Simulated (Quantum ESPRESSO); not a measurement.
# GaSb (F-43m) in Quantum ESPRESSO: notebook, part 2 of 2

Quantum ESPRESSO 7.5. Earlier steps stand in the parts before.

## Step 3: Relaxation of cell and atoms, WC, target pressure 3 GPa, at which the enthalpy is minimised

File pw.in:

```
&CONTROL
  calculation = 'vc-relax'
  prefix = 'pwscf'
  outdir = './tmp'
  pseudo_dir = './pseudo'
  tprnfor = .true.
  tstress = .true.
  disk_io = 'low'
  nstep = 40
  forc_conv_thr = 0.0004
  etot_conv_thr = 1d-05
/
&SYSTEM
  ibrav = 0
  nat = 2
  ntyp = 2
  ecutwfc = 56
  ecutrho = 448
  nbnd = 25
  input_dft = 'wc'
  occupations = 'smearing'
  smearing = 'gaussian'
  degauss = 0.00367493
/
&ELECTRONS
  conv_thr = 4d-10
  electron_maxstep = 120
  mixing_beta = 0.5
/
&IONS
  ion_dynamics = 'bfgs'
/
&CELL
  cell_dynamics = 'bfgs'
  press = 30
  press_conv_thr = 0.3
/
ATOMIC_SPECIES
Ga    69.7230 ga_pbe_v1.4.uspp.F.UPF
Sb   121.7600 sb_pbe_v1.4.uspp.F.UPF
CELL_PARAMETERS angstrom
   0.0000000000    3.0480000000    3.0480000000
   3.0480000000    0.0000000000    3.0480000000
   3.0480000000    3.0480000000    0.0000000000
ATOMIC_POSITIONS crystal
Ga     0.0000000000    0.0000000000    0.0000000000
Sb     0.2500000000    0.2500000000    0.2500000000
K_POINTS automatic
10 10 10 0 0 0
```

Potentials or basis: GBRV 1.5 PBE.

Command:

```sh
> OMP_NUM_THREADS=1 pw.x -in pw.in > pw.out
```

pw.out:

```text
This program is part of the open-source Quantum ESPRESSO suite
     for quantum simulation of materials; please cite
         "P. Giannozzi et al., J. Phys.:Condens. Matter 21 395502 (2009);
         "P. Giannozzi et al., J. Phys.:Condens. Matter 29 465901 (2017);
         "P. Giannozzi et al., J. Chem. Phys. 152 154105 (2020);
     in publications or presentations arising from this work. More details at

     IMPORTANT: XC functional enforced from input :
     Exchange-correlation= WC
                           (   1   4  11   4   0   0   0)
     Any further DFT definition will be discarded
     Please, verify this is what you really want

     Message from routine setup:
     using ibrav=0 with symmetry is DISCOURAGED, use correct ibrav instead

     G-vector sticks info
     --------------------
     sticks:   dense  smooth     PW     G-vecs:    dense   smooth      PW
     Sum        2053    1027    313                61239    21595    3527

     Using Slab Decomposition

     bravais-lattice index     =            0
     lattice parameter (alat)  =       8.1457  a.u.
     unit-cell volume          =     382.1831 (a.u.)^3
     number of atoms/cell      =            2
     number of atomic types    =            2
     number of electrons       =        34.00
     number of Kohn-Sham states=           25
     kinetic-energy cutoff     =      56.0000  Ry
     charge density cutoff     =     448.0000  Ry
     scf convergence threshold =      4.0E-10
     mixing beta               =       0.5000
     number of iterations used =            8  plain     mixing
     energy convergence thresh.=      1.0E-05
     force convergence thresh. =      4.0E-04
     press convergence thresh. =      3.0E-01
     Exchange-correlation= WC
                           (   1   4  11   4   0   0   0)
     nstep                     =           40

     celldm(1)=   8.145708  celldm(2)=   0.000000  celldm(3)=   0.000000
     celldm(4)=   0.000000  celldm(5)=   0.000000  celldm(6)=   0.000000

     crystal axes: (cart. coord. in units of alat)
               a(1) = (   0.000000   0.707107   0.707107 )
               a(2) = (   0.707107   0.000000   0.707107 )
               a(3) = (   0.707107   0.707107   0.000000 )

     reciprocal axes: (cart. coord. in units 2 pi/alat)
               b(1) = ( -0.707107  0.707107  0.707107 )
               b(2) = (  0.707107 -0.707107  0.707107 )
               b(3) = (  0.707107  0.707107 -0.707107 )

     PseudoPot. # 1 for Ga read from file:
     ga_pbe_v1.4.uspp.F.UPF
     Pseudo is Ultrasoft + core correction, Zval = 19.0
     Generated by new atomic code, or converted to UPF format
     Using radial grid of  871 points,  6 beta functions with:
                l(1) =   0
[... 2339 lines left out ...]
               a(3) = (   0.696912   0.696912  -0.000000 )

     reciprocal axes: (cart. coord. in units 2 pi/alat)
               b(1) = ( -0.717451  0.717451  0.717451 )
               b(2) = (  0.717451 -0.717451  0.717451 )
               b(3) = (  0.717451  0.717451 -0.717451 )

     PseudoPot. # 1 for Ga read from file:
     ga_pbe_v1.4.uspp.F.UPF
     Pseudo is Ultrasoft + core correction, Zval = 19.0
     Generated by new atomic code, or converted to UPF format
     Using radial grid of  871 points,  6 beta functions with:
                l(1) =   0
                l(2) =   0
                l(3) =   1
                l(4) =   1
                l(5) =   2
                l(6) =   2
     Q(r) pseudized with  8 coefficients,  rinner =    1.250   1.250   1.250
                                                       1.250   1.250

     PseudoPot. # 2 for Sb read from file:
     sb_pbe_v1.4.uspp.F.UPF
     Pseudo is Ultrasoft + core correction, Zval = 15.0
     Generated by new atomic code, or converted to UPF format
     Using radial grid of  891 points,  6 beta functions with:
                l(1) =   0
                l(2) =   0
                l(3) =   1
                l(4) =   1
                l(5) =   2
                l(6) =   2
     Q(r) pseudized with  8 coefficients,  rinner =    1.350   1.350   1.350
                                                       1.350   1.350

     atomic species   valence    mass     pseudopotential
     Ga               19.00    69.72300     Ga( 1.00)
     Sb               15.00   121.76000     Sb( 1.00)

     24 Sym. Ops. (no inversion) found

   Cartesian axes

     site n.     atom                  positions (alat units)
         1        Ga     tau(   1) = (   0.0000000  -0.0000000   0.0000000  )
         2        Sb     tau(   2) = (   0.3484558   0.3484558   0.3484558  )

     number of k points=    47  Gaussian smearing, width (Ry)=  0.0037
                       cart. coord. in units 2pi/alat
        k(    1) = (   0.0000000   0.0000000   0.0000000), wk =   0.0020000
        k(    2) = (   0.0717451   0.0717451  -0.0717451), wk =   0.0160000
        k(    3) = (   0.1434902   0.1434902  -0.1434902), wk =   0.0160000
        k(    4) = (   0.2152353   0.2152353  -0.2152353), wk =   0.0160000
        k(    5) = (   0.2869804   0.2869804  -0.2869804), wk =   0.0160000
        k(    6) = (  -0.3587256  -0.3587256   0.3587256), wk =   0.0080000
[... 39 lines left out ...]
        k(   46) = (  -0.0717451  -0.3587256   0.6457060), wk =   0.0480000
        k(   47) = (  -0.7174511   0.2869804   0.0000000), wk =   0.0240000

     Dense  grid:    58623 G-vectors     FFT dimensions: (  60,  60,  60)

     Smooth grid:    20827 G-vectors     FFT dimensions: (  40,  40,  40)

     Initial potential from superposition of free atoms

     starting charge      32.0000, renormalised to      34.0000
     Starting wfcs are   21 randomized atomic wfcs +    4 random wfcs

     Self-consistent Calculation

     iteration #  1     ecut=    56.00 Ry     beta= 0.50
     Davidson diagonalization with overlap
     c_bands:  1 eigenvalues not converged
     c_bands:  1 eigenvalues not converged
     c_bands:  1 eigenvalues not converged
     c_bands:  1 eigenvalues not converged
     c_bands:  1 eigenvalues not converged
     c_bands:  1 eigenvalues not converged
     c_bands:  1 eigenvalues not converged
     c_bands:  1 eigenvalues not converged
     ethr =  1.00E-06,  avg # of iterations = 17.4
[... 447 lines left out ...]
          total   stress  (Ry/bohr**3)                   (kbar)     P=       30.21
   0.00020537   0.00000000  -0.00000000           30.21        0.00       -0.00
   0.00000000   0.00020537  -0.00000000            0.00       30.21       -0.00
  -0.00000000  -0.00000000   0.00020537           -0.00       -0.00       30.21

=------------------------------------------------------------------------------=
   JOB DONE.
=------------------------------------------------------------------------------=
```

Run time: 6.8 min. Hardware: 1 thread of Intel Xeon Platinum 8259CL at 2.50GHz (Skylake/Cascade Lake), shared host; peak memory 0.31 GiB.

What came out:

```yaml
Free_energy: -8162.5085 eV
Relaxed_volume: 27.11 Å³/atom
Relaxed_cell: a = 4.248 Å, b = 4.248 Å, c = 4.248 Å, α = 60.00°, β = 60.00°, γ = 60.00°
Space_group_after_relaxing_to_0.05_Å: F-43m (No. 216)
Energy_change_on_relaxing_the_enthalpy_is_what_falls: +12.5 meV/atom
Ionic_steps: 5
Pressure_after_relaxing: 3.0 GPa
Band_gap_on_the_k_mesh: 0.32 eV, direct
```

The path:
| step | energy change (eV) | largest force (eV/Å) | pressure (GPa) | volume (Å³) |
| --- | --- | --- | --- | --- |
| 1 | 0.0000 | 0.0000 | 0.43 | 56.63 |
| 2 | 0.0036 | 0.0000 | 1.12 | 55.90 |
| 3 | 0.0153 | 0.0000 | 2.32 | 54.80 |
| 4 | 0.0254 | 0.0000 | 3.03 | 54.19 |
| 5 | 0.0250 | 0.0000 | 3.00 | 54.22 |

Final structure:
```
Ga Sb
1.0
     0.00000    3.00405    3.00405
     3.00405    0.00000    3.00405
     3.00405    3.00405    0.00000
Ga Sb
1 1
Direct
  0.00000 0.00000 0.00000
  0.25000 0.25000 0.25000
```

Caveat: the potentials were made for another functional, which shifts forces and pressure; spin-orbit coupling is left out, which moves the levels of the heavy elements.
